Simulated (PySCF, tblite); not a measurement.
**C3HF2N2S2 radical: geometry, infrared bands and EPR parameters**

Aim: predict the infrared bands and EPR parameters of C3HF2N2S2 radical (`F[C](F)Sc1cnsn1`).

Programs: tblite 0.8.0 and PySCF 2.14.0, with density-fitted response routines of our own. Each step states its level of theory. These are calculated values for one molecule in the gas phase, unless marked as measured. Atoms are numbered from 0 throughout.

## Step 1: The molecule as given

10 atoms, charge 0, multiplicity 2; geometry from: force field or distance geometry start.

Bonds of the start (Å): F0–C1 1.38, C1–F2 1.38, C1–S3 1.80, S3–C4 1.82, C4–C5 1.35, C5–N6 1.31, N6–S7 1.74, S7–N8 1.66, N8–C4 1.33, C5–H9 1.12.

## Step 2: Geometry optimisation with GFN2-xTB

The job: settings as JSON, then the geometry in Å.

```
{"job": {"kind": "relax", "xc": "GFN2-xTB", "basis": "xTB"}, "charge": 0, "multiplicity": 2}
F      2.022600     0.360200     1.269900
C      2.421100    -0.599200     0.363500
F      3.465900    -0.120800    -0.405300
S      0.996800    -1.053200    -0.634300
C     -0.457500    -0.104700    -0.099500
C     -1.676500    -0.230000    -0.676200
N     -2.662800     0.507400    -0.236700
S     -1.892300     1.418900     1.024200
N     -0.365900     0.781800     0.882900
H     -1.842600    -0.955700    -1.511000
```

On the command line:

```sh
> OMP_NUM_THREADS=1 python probes_run.py task.json out
```

One launch serves the whole session: the jobs run in the order shown.

The log of the run:

```text
step      E/eV     max force
  0    -778.73240    4.068
  1    -779.15682    1.479
  2    -779.26202    1.213
  3    -779.32603    0.765
  4    -779.34617    0.436
  5    -779.36450    0.296
  6    -779.37097    0.213
  7    -779.37455    0.177
  8    -779.37683    0.178
  9    -779.37977    0.185
 10    -779.38241    0.182
 11    -779.38425    0.131
 12    -779.38549    0.138
 13    -779.38692    0.128
 14    -779.38877    0.190
 15    -779.39070    0.173
 16    -779.39230    0.127
 17    -779.39376    0.140
 18    -779.39565    0.180
 19    -779.39842    0.265
 20    -779.40147    0.241
 21    -779.40404    0.189
 22    -779.40652    0.186
 23    -779.41006    0.255
 24    -779.41655    0.454
 25    -779.42604    0.560
 26    -779.43708    0.437
 27    -779.44520    0.552
 28    -779.43830    0.606
 29    -779.45535    0.186
 30    -779.45793    0.192
 31    -779.46318    0.205
 32    -779.46507    0.125
 33    -779.46713    0.128
 34    -779.46828    0.136
 35    -779.46890    0.094
 36    -779.46973    0.066
 37    -779.47045    0.081
 38    -779.47134    0.086
 39    -779.47236    0.108
 40    -779.47334    0.104
 41    -779.47404    0.077
 42    -779.47464    0.075
 43    -779.47536    0.080
 44    -779.47639    0.119
 45    -779.47763    0.124
 46    -779.47858    0.099
 47    -779.47915    0.102
 48    -779.47963    0.066
 49    -779.48017    0.084
 50    -779.48131    0.111
 51    -779.48254    0.117
 52    -779.48401    0.119
 53    -779.48484    0.082
 54    -779.48539    0.071
 55    -779.48594    0.062
 56    -779.48656    0.061
 57    -779.48731    0.096
 58    -779.48825    0.128
 59    -779.48974    0.149
 60    -779.49225    0.204
 61    -779.49735    0.239
 62    -779.50370    0.290
 63    -779.50468    0.407
 64    -779.51079    0.304
 65    -779.48420    0.695
 66    -779.50898    0.185
 67    -779.50144    0.511
 68    -779.51420    0.142
 69    -779.51624    0.115
 70    -779.51633    0.397
 71    -779.51894    0.091
 72    -779.51997    0.084
 73    -779.52356    0.175
 74    -779.52460    0.048
 75    -779.52526    0.049
 76    -779.52595    0.054
 77    -779.52619    0.044
 78    -779.52629    0.018
 79    -779.52633    0.014
 80    -779.52635    0.016
 81    -779.52636    0.016
 82    -779.52637    0.012
 83    -779.52637    0.008
```

It took 0.58 s on 1 thread of Arm Neoverse V1, shared host.

The steps of the relaxation: (not every step is listed)

| step | energy from step 0 (eV) | largest force (eV/Å) |
| --- | --- | --- |
| 0 | 0.0000 | 4.0680 |
| 1 | -0.4244 | 1.4791 |
| 2 | -0.5296 | 1.2134 |
| 3 | -0.5936 | 0.7646 |
| 4 | -0.6138 | 0.4361 |
| 5 | -0.6321 | 0.2963 |
| 6 | -0.6386 | 0.2130 |
| 7 | -0.6422 | 0.1773 |
| 8 | -0.6444 | 0.1779 |
| 15 | -0.6583 | 0.1728 |
| 22 | -0.6741 | 0.1863 |
| 29 | -0.7229 | 0.1862 |
| 36 | -0.7373 | 0.0658 |
| 43 | -0.7430 | 0.0802 |
| 50 | -0.7489 | 0.1110 |
| 57 | -0.7549 | 0.0958 |
| 64 | -0.7784 | 0.3042 |
| 71 | -0.7865 | 0.0907 |
| 78 | -0.7939 | 0.0185 |
| 79 | -0.7939 | 0.0144 |
| 80 | -0.7939 | 0.0159 |
| 81 | -0.7940 | 0.0162 |
| 82 | -0.7940 | 0.0122 |
| 83 | -0.7940 | 0.0083 |

Close pairs (by a distance rule), those that changed most:

```
 bond  before (Å)  after (Å)  change (Å)
N6–S7       1.736      1.624      -0.113
S3–C4       1.817      1.752      -0.065
C4–C5       1.354      1.416      +0.062
C1–S3       1.797      1.738      -0.060
C1–F2       1.383      1.334      -0.048
C5–H9       1.119      1.073      -0.046
F0–C1       1.379      1.334      -0.045
S7–N8       1.660      1.617      -0.043
```

The next job starts from the end point, and lists it.

## Step 3: Harmonic vibrations with GFN2-xTB

The job: settings as JSON, then the geometry in Å.

```
{"job": {"kind": "ir", "xc": "GFN2-xTB", "basis": "xTB"}, "charge": 0, "multiplicity": 2}
F      2.304224     1.036213     0.511074
C      2.185692    -0.285644     0.377958
F      3.400936    -0.832807     0.309996
S      1.040868    -0.910303    -0.770384
C     -0.407930    -0.153181    -0.140053
C     -1.678952    -0.211274    -0.762332
N     -2.588321     0.441808    -0.086956
S     -1.913006     1.094075     1.237681
N     -0.414898     0.542948     0.977961
H     -1.919732    -0.717182    -1.677474
```

The log of the run:

```text
mode    cm-1     km/mol
  1      39.3      0.01
  2      61.5      0.24
  3      92.0      0.43
  4     208.1      0.09
  5     250.2      3.78
  6     303.6      0.48
  7     381.2      8.96
  8     442.1     13.97
  9     478.0      5.91
 10     484.4     26.54
 11     609.5      0.49
 12     679.4      5.47
 13     685.9      5.63
 14     780.9     56.86
 15     821.4      6.41
 16     866.5     40.23
 17     937.4     54.17
 18    1092.1     43.37
 19    1127.2    281.55
 20    1143.6    318.33
 21    1278.9     24.04
 22    1349.4      1.11
 23    1459.9     33.12
 24    3155.9      1.21
```

Run time: 0.35 s. Hardware: 1 thread of Arm Neoverse V1, shared host.

The strongest bands and the atoms that carry them (share of the mass-weighted mode):

```csv
cm⁻¹,km/mol,atoms
484,26.5,"N6 39 %, N8 25 %, S7 15 %"
781,56.9,"N6 51 %, S7 27 %, N8 11 %"
866,40.2,"N8 67 %, N6 15 %, S7 12 %"
937,54.2,"C5 35 %, C4 27 %, N8 20 %"
1092,43.4,"H9 72 %, C4 17 %"
1127,281.6,"C1 68 %, F0 29 %"
1144,318.3,"C1 68 %, F2 29 %"
1460,33.1,"C5 38 %, N6 28 %, C4 19 %, N8 12 %"
```

## Step 4: EPR parameters: B3LYP/pcH-1

The job, as its differences from that of step 3:

```diff
@@ -1,2 +1,2 @@
-{"job": {"kind": "ir", "xc": "GFN2-xTB", "basis": "xTB"}, "charge": 0, "multiplicity": 2}
+{"job": {"kind": "epr", "basis": "pcH-1"}, "charge": 0, "multiplicity": 2}
 F      2.304224     1.036213     0.511074
```

Level: UKS B3LYP, pcH-1 on C F H N S, non-relativistic, mean-field spin-orbit, GIAO.

The log of the run:

```text
UKS, coarse grid
  cycle   1  E = -1220.29655442  |g| = 5.66e-01
  cycle   2  E = -1220.12256533  |g| = 9.29e-01
  cycle   3  E = -1220.40476363  |g| = 6.84e-02
  cycle   4  E = -1220.40577553  |g| = 4.21e-02
  cycle   5  E = -1220.40646112  |g| = 2.01e-02
  cycle   6  E = -1220.40667049  |g| = 6.63e-03
  cycle   7  E = -1220.40669021  |g| = 3.16e-03
  cycle   8  E = -1220.40669442  |g| = 1.80e-03
  cycle   9  E = -1220.40669667  |g| = 6.46e-04
UKS, final grid
  cycle   1  E = -1220.40665623  |g| = 1.33e-03
  cycle   2  E = -1220.40665296  |g| = 3.05e-03
  cycle   3  E = -1220.40665694  |g| = 2.95e-04
  cycle   4  E = -1220.40665697  |g| = 4.15e-05
  cycle   5  E = -1220.40665697  |g| = 3.42e-05
  cycle   6  E = -1220.40665697  |g| = 1.63e-05
E = -1220.40665697 Eh   <S^2> = 0.7536 (exact 0.7500)
g shifts (ppm)      1          2          3
  rmc          -259       -259       -259
  gc             24         57         40
  oz_so         244       2087       3804
  total           8       1885       3585
hyperfine (MHz)  atom isotope    a_iso     a_fc   dipolar eigenvalues
    0   19F     258.71     256.55   -214.53   -194.56    409.09
    1   13C     473.87     473.68    -72.82    -71.35    144.17
    2   19F     187.23     186.15   -208.81   -183.33    392.13
    3   33S       4.01       4.16    -19.10    -14.05     33.14
    4   13C      12.51      12.53     -3.04     -0.32      3.35
    5   13C       0.09       0.09     -0.50      0.13      0.37
    6   14N      -0.16      -0.16     -0.47      0.03      0.44
    7   33S       0.31       0.35     -1.25     -1.08      2.33
    8   14N       1.24       1.24     -1.38     -0.55      1.93
    9    1H       0.15       0.15     -1.14     -0.75      1.89
```

Wall time 87 s (1 thread of Arm Neoverse V1, shared host); peak memory 0.97 GiB.

Principal g values 2.00233, 2.00420, 2.00590; g(iso) = 2.00415, against 2.00232 for a free electron.

Mean a(iso) over the nuclei that a row names, and the largest dipolar term of the row (other rows stand at the frozen geometry):

| nuclei | isotope | a(iso) (MHz) | a(iso) (G, at g = 2.0023) | largest dipolar term (MHz) |
| --- | --- | --- | --- | --- |
| C1 | 13C | 473.9 | 169.1 | 144.2 |
| F0, F2 | 19F | 223.0 | 79.6 | 409.1 |
| C4 | 13C | 12.5 | 4.5 | 3.4 |
| S3 | 33S | 4.0 | 1.4 | 33.1 |
| N8 | 14N | 1.2 | 0.4 | 1.9 |
| S7 | 33S | 0.3 | 0.1 | 2.3 |
| N6 | 14N | -0.2 | -0.1 | -0.5 |
| H9 | 1H | 0.2 | 0.1 | 1.9 |
| C5 | 13C | 0.1 | 0.0 | -0.5 |

Mulliken spin populations:

| atom | value (e) |
| --- | --- |
| F0 | 0.06 |
| C1 | 0.76 |
| F2 | 0.05 |
| S3 | 0.10 |
| C4 | 0.00 |
| C5 | 0.00 |
| N6 | 0.00 |
| S7 | 0.01 |
| N8 | 0.02 |
| H9 | 0.00 |

In first order the couplings over 0.8 MHz of 19F, 14N give 9 distinct lines over 160.0 G, if the averaged nuclei exchange fast; the same motion can average rows kept apart here too.

Orbitals, density, ELF and potential are computed afterwards from the orbital file.

ELF in a plane through or near 9 of the atoms.

Ten even steps from ' ' (0.00) to '@' (1.00):
```
                                                        
                                  ......                
                                ::++**++--              
                                ==%%@@%%**::            
                        ::==....++%%@@@@##--            
              ..::..    **%%##====--====++..            
              ::----..  **@@######==++::--              
              ..----..  ++%%==++##--==##++++==..        
        ::--..::++++--  ..++%%##::::##++##@@%%==        
      ..++%%**==  ..++..  ======::::##--==@@@@++        
      ..**%%####....%%++++##++--%%==######%%%%--        
      ..++%%%%**==%%%%::--@@==##%%**  ++--====..        
        --####--..++::##++++====++++##**..              
        ..----    ++==--..++..  ==@@@@@@==              
                ..**%%%%%%##..  ==@@@@@@%%              
                  ==##%%%%++    ..%%@@@@++              
                  ..--====::      ..==::                
                      ....                              
                                                        
                                                        
```
The map spans 12.1 Å across and 8.6 Å up, centred on the molecule. Atoms in the plane (x, y in Å): C1 (-2.2, 0.0), F2 (-3.5, -0.4), S3 (-1.0, -1.2), C4 (0.4, -0.2), C5 (1.7, -0.7), N6 (2.6, 0.3), S7 (1.8, 1.7), N8 (0.3, 1.1), H9 (2.0, -1.7).

log10 of the density (e/Å³) in the same plane.

Ten even steps from '0' (-4.0) to '9' (1.9):
```
0000000000000000111100000000
0000000000000011222221000000
0000000000000122344332100000
0000000000012233455543200000
0000001122223444566654210000
0000013344444566688654310000
0000123455445677789654320000
0001234566545697667765431000
0013455666655677667776532000
0023567677655677667886532000
0024588777666697777776532000
0024578766777777787655421000
0013566556798666677654320000
0002345445687655567643210000
0000233345666544456543100000
0000001234455433344432100000
0000000123344322223221000000
0000000012222211111100000000
0000000000111100000000000000
0000000000000000000000000000
```
The map spans 12.1 Å across and 8.6 Å up, centred on the molecule. Atoms in the plane (x, y in Å): C1 (-2.2, 0.0), F2 (-3.5, -0.4), S3 (-1.0, -1.2), C4 (0.4, -0.2), C5 (1.7, -0.7), N6 (2.6, 0.3), S7 (1.8, 1.7), N8 (0.3, 1.1), H9 (2.0, -1.7).

On the surface of density 0.002 e/bohr³ the electrostatic potential runs, from the 1st to the 99th percentile, from -1.18 V near N8 to 1.62 V near H9.

The spin density lies nearest to C1 62 %; S3 15 %; F0, F2 about 9 % each.

## Step 5: Results

```
                                                                  quantity                  value
                                 strongest single infrared mode (GFN2-xTB)  1144 cm⁻¹, 318 km/mol
                                              zero-point energy (GFN2-xTB)          26.8 kcal/mol
                                                            g(iso) (B3LYP)                2.00415
                                                                      ⟨S²⟩     0.754 (exact 0.75)
                                        largest a(iso) (averaged by class)   13C on C1, 473.9 MHz
potential on the surface of density 0.002 e/bohr³, 1st and 99th percentile     -1.18 V and 1.62 V
```

**Reading.** Over 83 steps the energy fell by 0.794 eV; of the close pairs, N6–S7 changed most, 1.736 to 1.624 Å. No mode is imaginary among the 24: a minimum at this level. The strongest single mode, at 1144 cm⁻¹, moves mainly C1. GFN2-xTB is a fitted tight-binding method: band positions and strengths are rough. Its intensities can rank the bands wrongly. Most of the unpaired spin sits on C1 (0.76 e). The isotropic g lies 1.8 ppt above the free-electron value. These values are for one conformer; the search (at its own cheap level) found 2 more, at 0.00, 0.49 kcal/mol (those within 0.05 may be mirror or relabelled copies), and measured spectra average over such forms.
